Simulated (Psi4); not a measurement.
# GeSiH5Cl (SMILES [SiH3][GeH2][Cl]): OMP2/def2-SVP (density fitting for correlation)

What is the energy change on altering one bond length of GeSiH5Cl at OMP2/def2-SVP (density fitting for correlation)? 

The results are computed with Psi4 1.11.

2 further runs of the same task are left out: 2 that didn't finish. Runs told in other sessions of the task aren't counted.

## (1) The system as given

GeSiH5Cl: 8 atoms, total charge 0, spin state singlet. SMILES: `[SiH3][GeH2][Cl]`. Geometry: relaxed at PBE0-D4/def2-TZVP.

Bond lengths: Si1–Ge2 2.380 Å, Ge2–Cl3 2.169 Å, Si1–H4 1.487 Å, Si1–H5 1.484 Å, Si1–H6 1.484 Å, Ge2–H7 1.537 Å, Ge2–H8 1.537 Å. Some angles: Si1–Ge2–Cl3 106.5°, Si1–Ge2–H7 114.0°, Si1–Ge2–H8 114.0°, Cl3–Ge2–H7 106.1°, Cl3–Ge2–H8 106.1°, Ge2–Si1–H4 109.5°, Ge2–Si1–H5 108.9°, Ge2–Si1–H6 108.9°, H7–Ge2–H8 109.6°, H4–Si1–H5 109.7°.

## (2) The energy at OMP2/def2-SVP (density fitting for correlation)

File clgeh5si.in:

```
memory 2.2 GB

molecule m {
  0 1
  Si    -0.863600     0.827300    -0.302500
  Ge     0.738300    -0.882000     0.118400
  Cl     1.963100    -0.183700     1.766200
  H     -1.744900     0.416200    -1.427300
  H     -0.149800     2.078700    -0.658900
  H     -1.678500     1.035600     0.920200
  H      1.703100    -1.135200    -1.051200
  H      0.124600    -2.213900     0.579200
  units angstrom
  symmetry c1
  no_reorient
  no_com
}

set {
  puream          true
  e_convergence   1e-09
  d_convergence   1e-08
  scf_type        pk
  num_frozen_docc 19
}

e_tot, wfn = energy("omp2/def2-SVP", return_wfn=True)
print_variables()
```

Command:

```
$ psi4 -n 1 clgeh5si.in clgeh5si.out
```

clgeh5si.out:

```text
[...]
  Running in c1 symmetry.
[...]
  Nuclear repulsion =  338.365643184902012
[...]
  Multiplicity = 1
[...]
  Nalpha       = 34
  Nbeta        = 34
[...]
    Number of basis functions: 93
[...]
   @RHF iter   1: -2825.16999450464573   -3.28766e+00   2.23890e-02 DIIS/ADIIS
[...]
   @RHF iter  11: -2826.24774177157724   -6.36646e-12   5.12272e-09 DIIS
[...]
    Orbital Energies [Eh]
    ---------------------
    Doubly Occupied:
       1A   -405.230558     2A   -104.771681     3A    -68.769229
       4A    -52.158341     5A    -46.259965     6A    -46.258952
       7A    -46.258835     8A    -10.534801     9A     -8.009378
      10A     -8.006791    11A     -8.006787    12A     -7.215756
      13A     -6.143192    14A     -5.195824    15A     -5.192126
      16A     -5.192072    17A     -4.253277    18A     -4.252949
      19A     -4.252895    20A     -1.670733    21A     -1.667419
      22A     -1.666640    23A     -1.662619    24A     -1.661864
      25A     -1.068791    26A     -0.767076    27A     -0.687296
      28A     -0.521645    29A     -0.513608    30A     -0.492390
      31A     -0.489485    32A     -0.472511    33A     -0.434482
      34A     -0.399410
[...]
  @RHF Final Energy: -2826.24774177157724
   => Energetics <=
    Nuclear Repulsion Energy =            338.3656431849020123
    One-Electron Energy =               -4608.9480127012166122
    Two-Electron Energy =                1444.3346277447374177
    Total Energy =                      -2826.2477417715772390
[...]
 Multipole Moments:
 ------------------------------------------------------------------------------------
     Multipole            Electronic (a.u.)      Nuclear  (a.u.)        Total (a.u.)
 ------------------------------------------------------------------------------------
 L = 1.  Multiply by 2.5417464519 to convert [e a0] to [Debye]
 Dipole X            :        -82.1705835           81.5651149           -0.6054686
 Dipole Y            :         36.8679488          -37.0070736           -0.1391248
 Dipole Z            :        -53.4791832           52.8012156           -0.6779676
 Magnitude           :                                                    0.9195586
[...]
	Warning: cc_lambda option is changed to TRUE
	For this residual convergence, default PCG convergence is:     1.00e-07
[...]
	DF-MP2 Total Energy (a.u.)         : -2826.71420876367347
[...]
	DF-MP2 Total Energy (a.u.)         : -2826.72084903641280
[...]
	DF-OMP2 Total Energy (a.u.)        : -2826.72084903641144
[...]
```

It took 45 s on 1 thread of Intel Xeon 6975P-C (Granite Rapids), shared host; peak memory 0.35 GiB.

## (3) The distorted shape, same level

File clgeh5si.xyz:

```xyz
8
ClGeH5Si
Si    -1.346022     0.953906     0.282326
Ge     0.255878    -0.755394     0.703226
Cl     1.480678    -0.057094     2.351026
H     -2.227322     0.542806    -0.842474
H     -0.632222     2.205306    -0.074074
H     -2.160922     1.162206     1.505026
H      1.703100    -1.135200    -1.051200
H     -0.357822    -2.087294     1.164026
```

File clgeh5si_ase.py:

```python
import numpy as np
from ase.calculators.psi4 import Psi4
from ase.io import read

a = read('clgeh5si.xyz')
calc = Psi4(atoms=a, method='omp2', basis='def2-SVP', memory='2200MB', num_threads=1, charge=0, multiplicity=1, label='psi4-calc', reference='rhf')
calc.psi4.set_options({'puream': True, 'e_convergence': 1e-09, 'd_convergence': 1e-08, 'scf_type': 'pk', 'num_frozen_docc': 19})
a.calc = calc

print(f'energy: {a.get_potential_energy():.6f} eV')
```

Command:

```
$ python clgeh5si_ase.py
```

psi4-calc.dat:

```text
[...]
  Running in c1 symmetry.
[...]
  Nuclear repulsion =  333.756396939185777
[...]
  Multiplicity = 1
[...]
  Nalpha       = 34
  Nbeta        = 34
[...]
    Number of basis functions: 93
[...]
   @RHF iter   1: -2824.94568068196440   -3.38580e+00   2.26285e-02 DIIS/ADIIS
[...]
   @RHF iter  12: -2826.16608267336460   -4.54747e-12   3.54780e-09 DIIS
[...]
    Orbital Energies [Eh]
    ---------------------
    Doubly Occupied:
       1A   -405.261165     2A   -104.785920     3A    -68.782099
       4A    -52.187283     5A    -46.288912     6A    -46.288307
       7A    -46.287429     8A    -10.548796     9A     -8.023326
      10A     -8.020708    11A     -8.020644    12A     -7.243803
      13A     -6.155758    14A     -5.222963    15A     -5.220870
      16A     -5.218976    17A     -4.265943    18A     -4.265414
      19A     -4.265369    20A     -1.697753    21A     -1.695390
      22A     -1.692614    23A     -1.691111    24A     -1.689531
      25A     -1.080534    26A     -0.769907    27A     -0.677667
      28A     -0.525961    29A     -0.514118    30A     -0.499967
      31A     -0.483282    32A     -0.473222    33A     -0.422486
      34A     -0.368062
[...]
  @RHF Final Energy: -2826.16608267336460
   => Energetics <=
    Nuclear Repulsion Energy =            333.7563969391857768
    One-Electron Energy =               -4598.5743811208685656
    Two-Electron Energy =                1438.6519015083176782
    Total Energy =                      -2826.1660826733650538
[...]
 Multipole Moments:
 ------------------------------------------------------------------------------------
     Multipole            Electronic (a.u.)      Nuclear  (a.u.)        Total (a.u.)
 ------------------------------------------------------------------------------------
 L = 1.  Multiply by 2.5417464519 to convert [e a0] to [Debye]
 Dipole X            :          5.0558817           -6.0753888           -1.0195071
 Dipole Y            :         -6.5402549            6.6013950            0.0611401
 Dipole Z            :          2.2775316           -2.4651036           -0.1875720
 Magnitude           :                                                    1.0384200
[...]
	Warning: cc_lambda option is changed to TRUE
	For this residual convergence, default PCG convergence is:     1.00e-07
[...]
	DF-MP2 Total Energy (a.u.)         : -2826.63629699014837
[...]
	DF-MP2 Total Energy (a.u.)         : -2826.64389772275854
[...]
	DF-OMP2 Total Energy (a.u.)        : -2826.64389772276400
[...]
```

The script printed:

```text
energy: -76916.898254 eV
```

Wall time 46 s (1 thread of Intel Xeon 6975P-C (Granite Rapids), shared host); peak memory 0.38 GiB.

## (4) Summary of results

At OMP2/def2-SVP (density fitting for correlation), 19 core orbitals frozen:

| quantity | value |
| --- | --- |
| first shape: total energy | -2826.72085 Eh |
| first shape: HOMO energy (Hartree–Fock orbitals) | -10.87 eV |
| first shape: LUMO energy (Hartree–Fock orbitals) | 2.90 eV |
| first shape: HOMO–LUMO gap (Hartree–Fock orbitals) | 13.77 eV |
| first shape: correlation energy (19 core orbitals frozen) | -473.1 mEh |
| distorted shape: total energy | -2826.64390 Eh |
| distorted shape: HOMO energy (Hartree–Fock orbitals) | -10.02 eV |
| distorted shape: LUMO energy (Hartree–Fock orbitals) | 1.14 eV |
| distorted shape: HOMO–LUMO gap (Hartree–Fock orbitals) | 11.15 eV |
| distorted shape: correlation energy (19 core orbitals frozen) | -477.8 mEh |
| energy change with the Ge2–H7 bond stretched from 1.537 to 2.306 Å | 2.094 eV |

In words: With the Ge2–H7 bond stretched from 1.537 to 2.306 Å the energy rises by 2.09 eV (202 kJ/mol). The first shape isn't relaxed at this level, so the change isn't measured from a minimum.
